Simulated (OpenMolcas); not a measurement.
# Ir⁵⁺ among point charges: CASSCF and CASPT2 levels and susceptibility

How does a field of 6 point charges split the states of Ir⁵⁺, and what χT follows?

Method: state-averaged CASSCF and CASPT2, spin-orbit coupling by RASSI with atomic mean-field integrals. Code: OpenMolcas 26.06.

### 1 Starting point

| Quantity | Value |
| --- | --- |
| Species | Ir⁵⁺ (iridium, Z = 77, 72 electrons) |
| Basis | ANO-RCC-VDZP [7s6p4d2f], 59 functions |
| Scalar Hamiltonian | DKH2, point nucleus |
| Inactive shells | 1s 2s 2p 3s 3p 3d 4s 4p 4d 4f 5s 5p |
| Active space | 4 electrons in 5 orbitals (5d) |
| Some configurations of this space | 5d⁴ |
| Orbitals | optimised for each spin and parity, averaged over all roots |

Outer shells as boxes (Hund's rule):

5d4
```
5d [↑ ][↑ ][↑ ][↑ ][  ]
```

The ion sits among 6 point charges of -1.7 e arranged as a trigonal prism (D3h), 1.87 Å from the ion, with a polar angle of 61.4° against the regular 49.1°.

The work runs as a chain of OpenMolcas steps in one folder; each step below is one input file. Labels, J, g values, rates, χT and fits are worked out afterwards by a script from the matrices that RASSI stores.

### 2 Basis and integrals

a.inp reads:

```
&GATEWAY
Coord
1

Ir 0.0 0.0 0.0
Basis=ANO-RCC-VDZP
Group=NoSym
NoMove
AngMom=0.0 0.0 0.0
AMFI
XField
6 Angstrom 0
1.641437 0.000000 0.895870 -1.700000
-0.820719 1.421527 0.895870 -1.700000
-0.820719 -1.421527 0.895870 -1.700000
1.641437 0.000000 -0.895870 -1.700000
-0.820719 1.421527 -0.895870 -1.700000
-0.820719 -1.421527 -0.895870 -1.700000
&SEWARD
```

On the command line:

```bash
> OMP_NUM_THREADS=1 MOLCAS_MEM=1689 MOLCAS_PROJECT=a pymolcas a.inp > a.log
```

### 3 CASSCF: quintets, 5 roots

a.inp reads:

```
&RASSCF
FileOrb=start.orb
Symmetry=1
Spin=5
nActEl=4 0 0
Inactive=34
Ras2=5
CIRoot=5 5 1
SDav=5
CIMx=300
Iter=120 100
PrWF=0.3
OrbListing=Nothing
MaxOrb=0
>>> COPY $Project.JobIph JOB001
```

start.orb holds the contracted functions of the basis, ordered by shell, or the orbitals of the step before.

### 4 CASSCF: triplets, 45 roots

a.inp reads:

```
&RASSCF
FileOrb=start.orb
Symmetry=1
Spin=3
nActEl=4 0 0
Inactive=34
Ras2=5
CIRoot=45 45 1
SDav=45
CIMx=300
Iter=120 100
PrWF=0.3
OrbListing=Nothing
MaxOrb=0
>>> COPY $Project.JobIph JOB002
```

### 5 Reference wave functions, singlets, 50 roots

a.inp reads:

```
&RASSCF
FileOrb=start.orb
Symmetry=1
Spin=1
nActEl=4 0 0
Inactive=34
Ras2=5
CIRoot=50 50 1
SDav=50
CIMx=300
Iter=120 100
PrWF=0.3
OrbListing=Nothing
MaxOrb=0
>>> COPY $Project.JobIph JOB003
```

### 6 State interaction with spin-orbit coupling

a.inp reads:

```
&RASSI
NrOfJobIphs=3 5 45 50
1 2 3 4 5
1 2 3 4 5 6 7 8 9 10 11 12 13 14 15 16 17 18 19 20 21 22 23 24 25 26 27
28 29 30 31 32 33 34 35 36 37 38 39 40 41 42 43 44 45
1 2 3 4 5 6 7 8 9 10 11 12 13 14 15 16 17 18 19 20 21 22 23 24 25 26 27
28 29 30 31 32 33 34 35 36 37 38 39 40 41 42 43 44 45 46 47 48 49 50
IphNames
JOB001
JOB002
JOB003
EJob
SpinOrbit
DIPRint=1.0
SOCoupling=1000.0
Subsets=2
Property=9
'ANGMOM' 1 'ANGMOM' 2 'ANGMOM' 3 'MLTPL  1' 1 'MLTPL  1' 2 'MLTPL  1' 3
'AMFI' 1 'AMFI' 2 'AMFI' 3
SOProperty=3
'ANGMOM' 1 'ANGMOM' 2 'ANGMOM' 3
```

### 7 CASPT2: IPEA 0.25, imaginary shift 0.1 (closed shells correlated: 4f 5s 5p)

a.inp reads:

```
>>> COPY JOB001 $Project.JobIph
&CASPT2
Multistate=5 1 2 3 4 5
NoMult
Frozen=23
IPEA=0.25
Imaginary=0.1
MaxIter=60
WThr=0.0 0.3 0.05
PrWF=0.5
NoMix
>>> COPY JOB002 $Project.JobIph
&CASPT2
Multistate=45 1 2 3 4 5 6 7 8 9 10 11 12 13 14 15 16 17 18 19 20 21 22
23 24 25 26 27 28 29 30 31 32 33 34 35 36 37 38 39 40 41 42 43 44 45
NoMult
Frozen=23
IPEA=0.25
Imaginary=0.1
MaxIter=60
WThr=0.0 0.3 0.05
PrWF=0.5
NoMix
>>> COPY JOB003 $Project.JobIph
&CASPT2
Multistate=50 1 2 3 4 5 6 7 8 9 10 11 12 13 14 15 16 17 18 19 20 21 22
23 24 25 26 27 28 29 30 31 32 33 34 35 36 37 38 39 40 41 42 43 44 45 46
47 48 49 50
NoMult
Frozen=23
IPEA=0.25
Imaginary=0.1
MaxIter=60
WThr=0.0 0.3 0.05
PrWF=0.5
NoMix
```

(Steps that only read results are left out.)

Q: Predict the outcome of this session. Wanted: spin-free ground state; first state of the same spin within the active space; lowest level; next level.

The runs gave:

| quantity | value |
| --- | --- |
| method | SS-CASPT2, IPEA 0.25, imaginary shift 0.1 (closed shells correlated: 4f 5s 5p) |
| spin-free ground state | 5E, 2-fold in its orbital part |
| first state of the same spin within the active space | 5E at 4840 cm⁻¹ |
| lowest level | 1-fold A1 |
| next level | 3826.0 cm⁻¹ |
| χT at 300 K | 0.06 cm³ K/mol |
| effective moment at 300 K | 0.67 μB |

Cost by method:

| method | time of its own steps | time with the reference |
| --- | --- | --- |
| A. CASSCF | 37 s | 37 s |
| B. SS-CASPT2, IPEA 0.25, imaginary shift 0.1, +4f 5s 5p | 30 s | 67 s |

Times are of one thread on a shared host.

What this shows: The spin-free ground state (5E) comes to 100 % from free-ion D terms and keeps the highest spin of the shell. χT at 300 K is 0.06, against 3.01 cm³ K/mol for the spin alone, so spin-orbit coupling lowers it. An active space of the d shell alone favours high spin; real ions in strong fields can be low spin. CASPT2 does not keep the components of a term degenerate, and the means are used. The field of point charges can differ much from that of real complexes. With metal d orbitals alone active, the gaps between spin states are rough; where two lie within a few thousand cm-1, their order is open. Point charges carry no covalency, so the field is a model and not that of real ligands.
